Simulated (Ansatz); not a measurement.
Runs of Ansatz 0.2.0 on Cd2S. It takes space group P3m1 (No. 156, trigonal). The conventional cell has a = 3.963 Å, b = 3.963 Å, c = 5.809 Å, α = 90.00°, β = 90.00°, γ = 120.00°. Around Cd (site symmetry 3m) lie 1 S at 2.52 Å. Around Cd (site symmetry 3m) lie 3 S at 2.60 Å. S (site symmetry 3m) is surrounded by 4 Cd at 2.52 to 2.60 Å. The cell comes from a database or a generator and needn't be the stable form of this composition.

```tsv
task	level	cell	k mesh	cutoff (eV)	points for each segment of the path	mesh quality	gap on the mesh (eV)	pressure (GPa)	largest force (eV/Å)
band structure	PBE	as given	8 × 8 × 5	420	14	not flagged	-	(c)	0.07
band structure	PBEsol	as given	8 × 8 × 5	420	14	not flagged	-	-3.0	0.14
single point	PBE0	as given	4 × 4 × 4	420	-	coarse	1.35	-1.5	0.25
band structure	LDA	as given	8 × 8 × 5	420	14	not flagged	-	(a)	(b)
relaxation of cell and atoms	PBE0	relaxed	4 × 4 × 2	420	-	coarse	1.58	0.0	0.01
band structure	r2SCAN	as given	8 × 8 × 5	500	14	not flagged	-	-1.7	0.03
```

Alike in all rows: potentials or basis Ansatz PAW; no spin polarisation; smearing fermi-dirac 0.05 eV.

Fill in the values left out.

(a) -4.9; (b) 0.17; (c) -0.1.

Caveats: some runs use coarse meshes; the PAW data sets come from PBE, with cores solved anew for the run's functional, which leaves a small shift of forces and pressure (some runs); the thresholds are loose for stress (some runs); the plane-wave basis is chosen anew once the cell has moved, so the energies of steps on either side of that aren't comparable (some runs).

A k mesh can miss the band edges, and the runs leave out spin-orbit coupling on Cd.
